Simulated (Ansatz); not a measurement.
# H6LiNSi2: the cost of one run

The runs use Ansatz 0.2.0; RKS PBE0-D4/def2-SVP.

### Step 1. The starting structure

SMILES `[Li][SiH2][SiH2]N`, 10 atoms, charge 0, spin multiplicity 1.

Atoms are counted from 1 here; the program's logs count them from 0.

Bond lengths: Li1–Si2 2.460 Å, Si2–Si3 2.367 Å, Si2–H5 1.527 Å, Si2–H6 1.526 Å, Si3–N4 1.776 Å, Si3–H7 1.513 Å, Si3–H8 1.516 Å, N4–H9 1.027 Å, N4–H10 1.027 Å. Angles: Li1–Si2–Si3 118.6°, Li1–Si2–H5 113.5°, Li1–Si2–H6 115.5°, Si3–Si2–H5 103.0°, Si3–Si2–H6 102.1°, H5–Si2–H6 102.1°, Si2–Si3–N4 116.6°, Si2–Si3–H7 112.6°, Si2–Si3–H8 109.5°, N4–Si3–H7 104.7°, N4–Si3–H8 105.7°, H7–Si3–H8 107.1°, Si3–N4–H9 113.9°, Si3–N4–H10 115.0°, H9–N4–H10 107.5°.

Geometry (Å):

```
Li   -3.2649    0.5571   -0.5358
Si   -0.9329    1.2894   -0.2562
Si    0.7870   -0.3301   -0.4037
N     0.7784   -1.6132    0.8241
H    -0.4993    2.3434   -1.2727
H    -0.6150    1.9754    1.0694
H     2.1692    0.2790   -0.3146
H     0.6984   -1.0412   -1.7392
H     0.9539   -1.2763    1.7782
H    -0.0748   -2.1835    0.8505
```

This geometry comes from a loose relaxation at PBE in a small basis, which is not shown.

### Step 3. Plan of the scan

The axes are (1) dihedral Si2–Si3–N4–H9: 18 values from −180 to 160 °, periodic; (2) dihedral Li1–Si2–Si3–N4: 18 values from −180 to 160 °, periodic.

Nothing else is relaxed (all other coordinates rigid). Energies count from the relaxed molecule at the same level. Points are written as (first, second).

(The set-up runs are not shown.)

### Step 4. Grid point (100°, −80°)

input.yaml reads:

```yaml
crystal:
  periodic: [false, false, false]
  atoms:
    - { symbol: Li, position_ang: [-3.25954, 0.553348, -0.582512] }
    - { symbol: Si, position_ang: [-0.929025, 1.284674, -0.250528] }
    - { symbol: Si, position_ang: [0.778535, -0.33171, -0.403038] }
    - { symbol: "N", position_ang: [1.020629, -1.334887, 1.020953] }
    - { symbol: H, position_ang: [-0.490996, 2.330331, -1.25733] }
    - { symbol: H, position_ang: [-0.631915, 1.957648, 1.074323] }
    - { symbol: H, position_ang: [2.125608, 0.270392, -0.681016] }
    - { symbol: H, position_ang: [0.469224, -1.266497, -1.541099] }
    - { symbol: H, position_ang: [0.601329, -2.25939, 0.97535] }
    - { symbol: H, position_ang: [1.975097, -1.430853, 1.355268] }
basis:
  gaussian: { orbitals: def2-SVP }
hamiltonian:
  xc: pbe0
  dispersion: d4
output:
  forces: true
```

Started as:

```bash
ansatz run input.yaml --threads 1 --pin off --max-ram 2560MiB --backend cpu --events-out ev --progress --plain --runs-dir out
```

Q: Estimate wall time and peak memory on 1 thread of Arm Neoverse V1, shared host.

About 4 s, with a peak of 0.16 GiB.
